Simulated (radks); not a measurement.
**W²⁺ in [Xe] 4f14 5d4: an all-electron calculation**

Aim: the levels, the sizes of the orbitals and the parts of the energy of the tungsten ion W2+.

Method: Dirac Kohn-Sham, PBE, spin-unpolarised, spherical densities, point nucleus; open shells fill j = l - 1/2 first. Code: radks (a radial shooting solver on a logarithmic mesh, Libxc functionals) version 1.

**1. The system**

```
element       : tungsten (Z = 74)
charge        : +2
electrons     : 72
configuration : [Xe] 4f14 5d4
```

**2. The calculation**

The run's settings:

```text
Z 74
configuration [Xe] 4f14 5d4 6s0 6p0
relativity Dirac
functional pbe,pbe
spin unpolarised
j_filling energy
nucleus point
c 137.035999084
```

Command:

```console
> python run_ks.py task.json out
```

This one command runs every case of the session in turn.

What does the calculation give?

The runs gave:

```
                        quantity                   value
                    total energy     -16165.0439 hartree
exchange-correlation share of it                  2.01 %
                            −T/E                  1.1269
          highest occupied level       5d3/2, -20.077 eV
    most extended occupied level  5d3/2, <r> = 1.86 bohr
 radius at density 0.001 e/bohr³               3.73 bohr
    maxima of the radial density                       4
         ionisation energy, NIST     26.0 (semi-emp.) eV
```

5 principal shells are occupied and 4 maxima appear in the radial density; where shells overlap, one shows as a shoulder or not at all. Relativity lifts −T/E to 1.127. Minus the highest eigenvalue, 20.077 eV, is 77 % of the tabulated ionisation energy (26.0 eV); the potential of a semilocal functional falls off too fast, so its top eigenvalue is too shallow. Spin polarisation and multiplet splitting are left out.
